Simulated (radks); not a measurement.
**Nuclear size and the levels of Ti¹²⁺**

The task here is to estimate one member of a computed series from the others.

Program: radks (a radial shooting solver on a logarithmic mesh, Libxc functionals) version 1. Level of theory: Dirac Kohn-Sham, PBE, spin-unpolarised, spherical densities, finite nucleus. These are calculated values, not measurements, unless marked.

**The atom as given**

* element: titanium (Z = 22)
* charge: +12
* electrons: 10
* configuration: [Ne]
* nuclear rms radius: 3.5921 fm

The outer shells:

Ti¹²⁺
```
[He] core
2s [↑↓]
2p [↑↓][↑↓][↑↓]
```

Set-up of the first run:

Settings of this run:

```text
Z 22
configuration [Ne] 3s0 3p0
relativity Dirac
functional pbe,pbe
spin unpolarised
j_filling average
nucleus finite rms 3.5921 fm
c 137.035999084
```

Among the steps run: rms radius 3.5921 fm.

One of the session's tables, all rows but one given; the rest of the session is left out.

It belongs to the step «rms radius 3.5921 fm». Sizes of the orbitals, from the radial functions (bohr):

| level | <r> | outermost maximum (interpolated) | 90 % within | nodes |
| --- | --- | --- | --- | --- |
| 1s1/2 | 0.06954 | 0.0455 | 0.124 | 0 |
| 2s1/2 | 0.3198 | 0.267 | 0.495 | 1 |
| 2p1/2 | 0.2822 | 0.216 | 0.463 | 0 |
| 2p3/2 | 0.2847 | 0.218 | 0.466 | 0 |
| 3s1/2 | ? | ? | ? | ? |
| 3p1/2 | 0.8214 | 0.761 | 1.22 | 1 |
| 3p3/2 | 0.8253 | 0.765 | 1.22 | 1 |

Estimate the missing values for 3s1/2.

**Answer.** <r>: 0.8270; outermost maximum (interpolated): 0.772; 90 % within: 1.20; nodes: 2. In the column «<r>» it is the highest.
